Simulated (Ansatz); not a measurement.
# AlFH₃PSi: a ladder of functionals and wavefunction methods

The task here is to estimate one member of a computed series from the others.

Method: functionals in def2-TZVPP, the program's frozen cores in correlated methods; program: Ansatz 0.2.0, Gaussian basis.

Levels to be run: LDA (SPW92), PBE-D4, revPBE-D4, BLYP-D4, r2SCAN-D4, B97M-V, PBE0-D4, B3LYP-D4, r2SCANh-D4, r2SCAN0-D4, HSE06-D4, BHLYP-D4, CAM-B3LYP-D4, LC-ωPBE, ωB97X-V, ωB97M-V, B2PLYP, PBE-QIDH; CCSD(T)/def2-SVP; CCSD(T)/def2-TZVPP; MP2/def2-QZVPP; extrapolation to the limit; RPA on PBE.

## The geometry

An earlier PBE0-D4 in a triple-zeta def2 set relaxation fixed the geometry.

7 atoms, charge 0, spin multiplicity 1.

Atoms are counted from 1 here; the program's logs count them from 0.

Bond lengths: F1–Al2 1.642 Å, Al2–Si3 2.324 Å, Al2–P4 2.292 Å, Si3–P4 2.363 Å, Si3–H5 1.486 Å, Si3–H6 1.487 Å, P4–H7 1.445 Å. Angles: F1–Al2–Si3 156.3°, F1–Al2–P4 141.5°, Si3–Al2–P4 61.6°, Al2–Si3–P4 58.5°, Al2–Si3–H5 132.0°, Al2–Si3–H6 116.9°, P4–Si3–H5 116.3°, P4–Si3–H6 107.2°, H5–Si3–H6 110.1°, Al2–P4–Si3 59.9°, Al2–P4–H7 74.1°, Si3–P4–H7 87.8°.

The first run:

Input file in.yaml:

```yaml
crystal:
  periodic: [false, false, false]
  atoms:
    - {symbol: F, position_ang: [-0.519512, -2.899859, 0.491723]}
    - {symbol: Al, position_ang: [-0.387475, -1.278530, 0.271231]}
    - {symbol: Si, position_ang: [0.546990, 0.834394, 0.521844]}
    - {symbol: P, position_ang: [-1.163515, 0.420995, -1.055600]}
    - {symbol: H, position_ang: [1.799262, 1.436278, -0.006339]}
    - {symbol: H, position_ang: [-0.030945, 1.703030, 1.580695]}
    - {symbol: H, position_ang: [-0.183607, -0.284307, -1.849155]}
basis:
  gaussian: {orbitals: def2-TZVPP}
hamiltonian: {xc: lda}
output: {orbitals: {seedname: orbitals}}
```

Command:

```
$ ansatz run in.yaml --threads 2 --pin off --events-out ev --progress --plain --max-ram 4352MiB
```

Steps of the session up to this table: LDA; PBE-D4 (GGA); revPBE-D4 (GGA); BLYP-D4 (GGA); r2SCAN-D4 (meta-GGA); B97M-V (meta-GGA); B3LYP-D4 (hybrid); r2SCANh-D4 (hybrid); r2SCAN0-D4 (hybrid); HSE06-D4 (hybrid); BHLYP-D4 (hybrid); CAM-B3LYP-D4 (range-separated); LC-ωPBE (range-separated); ωB97X-V (range-separated); ωB97M-V (range-separated); B2PLYP (double hybrid); PBE-QIDH (double hybrid).

One of the session's tables, all rows but one given; the rest of the session is left out.

It belongs to the step «Frontier levels by functional». 

```
  functional  HOMO (eV)  LUMO (eV)  gap (eV)
 LDA (SPW92)      -5.48      -2.75      2.73
      PBE-D4      -5.36      -2.53      2.83
   revPBE-D4      -5.31      -2.43      2.88
     BLYP-D4      -5.18      -2.40      2.78
   r2SCAN-D4      -5.53      -2.30      3.23
      B97M-V      -5.56      -2.42      3.14
     PBE0-D4      -6.29      -1.77      4.53
    B3LYP-D4      -6.09      -1.95      4.14
  r2SCANh-D4      -5.88      -2.04      3.84
  r2SCAN0-D4      -6.40      -1.64      4.75
    HSE06-D4      -5.91      -2.14      3.77
    BHLYP-D4      -7.08      -0.93      6.15
CAM-B3LYP-D4          ?          ?         ?
     LC-ωPBE      -8.65       0.30      8.95
     ωB97X-V      -8.36       0.20      8.56
     ωB97M-V      -8.15      -0.06      8.09
```

**Question.** Estimate the row for CAM-B3LYP-D4.

The run gave: HOMO (eV): -7.42; LUMO (eV): -0.77; gap (eV): 6.65. In the column «HOMO (eV)» it lies between ωB97M-V (-8.15) and BHLYP-D4 (-7.08).
